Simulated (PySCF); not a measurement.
**GeH2Cl (SMILES [Cl][GeH2]) at 4 levels**

We compute a comparison of 4 runs (UB3LYP/STO-3G, UM06-2X/STO-3G, UMP2/STO-3G, ROCCSD(T)/STO-3G) of GeH2Cl. Input form: a Python script.

Program for the calculation: PySCF 2.14.0.

17 further runs of the same task are left out: 7 that didn't finish, 10 set aside as unsound or not needed.

### Step 1. The molecule

GeH2Cl: 4 atoms, total charge 0, spin state doublet. As SMILES, `[Cl][GeH2]`. The Cl1–Ge2 distance was set to 4.743 Å, away from the relaxed value. At this shape a bond of the SMILES string is far longer than usual.

Bond lengths: Ge2–H3 1.546 Å, Ge2–H4 1.546 Å. Angles: H3–Ge2–H4 112.3°.

### Step 2. A single-point energy at UB3LYP/STO-3G (run 1)

The input, input.py:

```python
from pyscf import gto, dft

mol = gto.M(
    atom='''
Cl    -6.739512     2.291763     4.451445
Ge     0.201634    -0.852455    -0.267585
H      0.137383     0.490573    -2.861423
H      2.614247    -0.214862     1.251566
''',
    unit='bohr',
    verbose=3,
    basis='sto-3g',
    max_memory=1860,
    spin=1,
)

ks = dft.UKS(mol, xc='b3lyp')
ks.conv_tol = 1e-10
ks.grids.level = 5
ks.kernel()
if not ks.converged:
    ks = ks.newton().run(ks.mo_coeff, ks.mo_occ)

e_final = ks.e_tot
print('Final energy', e_final)
```

Started as:

```bash
$ OMP_NUM_THREADS=1 python input.py
```

Standard output:

```text
WARN: HOMO 0.0446967722498982 >= LUMO 0.0450127389566761

WARN: HOMO -0.0355604724992536 >= LUMO -0.0351700922525692

WARN: HOMO -0.0939154579152662 >= LUMO -0.0976522098387111

WARN: HOMO -0.0966797082364986 >= LUMO -0.0997389559589275

SCF not converged.
SCF energy = -2509.24497682879 after 50 cycles  <S^2> = 0.7535527  2S+1 = 2.0035495
converged SCF energy = -2509.2458469888  <S^2> = 0.76262032  2S+1 = 2.0125808
Final energy -2509.2458469888034
```

Wall time 65 s (1 thread of Arm Neoverse V1, shared host); peak memory 0.39 GiB.

### Step 3. A single-point energy at UM06-2X/STO-3G (run 2)

The input, calc.py:

```python
from pyscf import gto, dft

mol = gto.M(
    atom='''
Cl    -6.739512     2.291763     4.451445
Ge     0.201634    -0.852455    -0.267585
H      0.137383     0.490573    -2.861423
H      2.614247    -0.214862     1.251566
''',
    max_memory=1860,
    spin=1,
    verbose=3,
    basis='sto-3g',
    charge=0,
    unit='bohr',
)

mf = dft.UKS(mol)
mf.xc = 'm06-2x'
mf.grids.level = 5
mf.conv_tol = 1e-10
mf.kernel()
if not mf.converged:
    mf = mf.newton().run(mf.mo_coeff, mf.mo_occ)

energy = mf.e_tot
print('E = %.10f Eh' % energy)
```

Started as:

```bash
$ OMP_NUM_THREADS=1 python calc.py
```

Standard output:

```text
WARN: HOMO 0.0438562016983038 >= LUMO 0.043896580021698

SCF not converged.
SCF energy = -2509.23802755551 after 50 cycles  <S^2> = 0.75034644  2S+1 = 2.0003464
converged SCF energy = -2509.23830473261  <S^2> = 0.75000263  2S+1 = 2.0000026
E = -2509.2383047326 Eh
```

Run time: 81 s. Hardware: 1 thread of Arm Neoverse V1, shared host; peak memory 0.44 GiB.

Run 3 isn't shown in full; the table further down has it.

### Step 4. A single-point energy at ROCCSD(T)/STO-3G (run 4)

The input, start.xyz:

```xyz
4

Cl    -3.566396     1.212749     2.355603
Ge     0.106700    -0.451100    -0.141600
H      0.072700     0.259600    -1.514200
H      1.383400    -0.113700     0.662300
```

The input, job.py:

```python
from pyscf import gto, cc

system = gto.M(
    atom='start.xyz',
    charge=0,
    basis='sto-3g',
    max_memory=1860,
    spin=1,
    verbose=4,
)

myscf = system.ROHF()
myscf.conv_tol = 1e-10
myscf.kernel()
if not myscf.converged:
    myscf = myscf.newton().run(myscf.mo_coeff, myscf.mo_occ)

mycc = cc.CCSD(myscf, frozen=14)
mycc.kernel()
e_t = mycc.ccsd_t()
e_final = mycc.e_tot + e_t
print('E = %.10f Eh' % e_final)
```

Started as:

```bash
$ OMP_NUM_THREADS=1 python job.py
```

Standard output:

```text
PySCF version 2.14.0

[... 45 lines left out ...]
WARN: HOMO 0.13036555023954 >= LUMO -0.187356668701803
[... 33 lines left out ...]
SCF not converged.
SCF energy = -2507.23298816378
[... 47 lines left out ...]
WARN: RCCSD method does not support ROHF method. ROHF object is converted to UHF object and UCCSD method is called.
[... 27 lines left out ...]
UCCSD converged
[... 2 lines left out ...]
E = -2507.4055259857 Eh
```

Wall time 1.4 s (1 thread of Arm Neoverse V1, shared host); peak memory 0.12 GiB.

### Step 5. All runs side by side

```
run             level  integration grid  frozen core orbitals   energy (Eh)  dipole moment (D) of the reference  HOMO energy (eV)  LUMO energy (eV)  wall time
  1     UB3LYP/STO-3G                 5                     –  -2509.245847                                5.03             -3.78             -3.10       65 s
  2    UM06-2X/STO-3G                 5                     –  -2509.238305                                1.13             -4.06             -2.95       81 s
  3       UMP2/STO-3G                 –                    14  -2507.386714                                1.20             -5.38              1.70     0.97 s
  4  ROCCSD(T)/STO-3G                 –                    14  -2507.405526                                1.19                 –                 –      1.4 s
```

### Step 6. Results

```
                                           quantity           value
                                run 4: total energy  -2507.40553 Eh
        run 4: dipole moment (Hartree–Fock density)          1.19 D
run 4: correlation energy (14 core orbitals frozen)       -51.1 mEh
                              run 4: (T) correction       -0.20 mEh
           run 4: ⟨S²⟩ of the reference determinant           0.750
                               run 4: T1 diagnostic           0.005
```

What this shows: Totals of different functionals can't be ranked against each other. In runs 1, 2, 3, 4 the basis is minimal, so the values are rough. All runs together took 2.5 min, the longest 81 s.
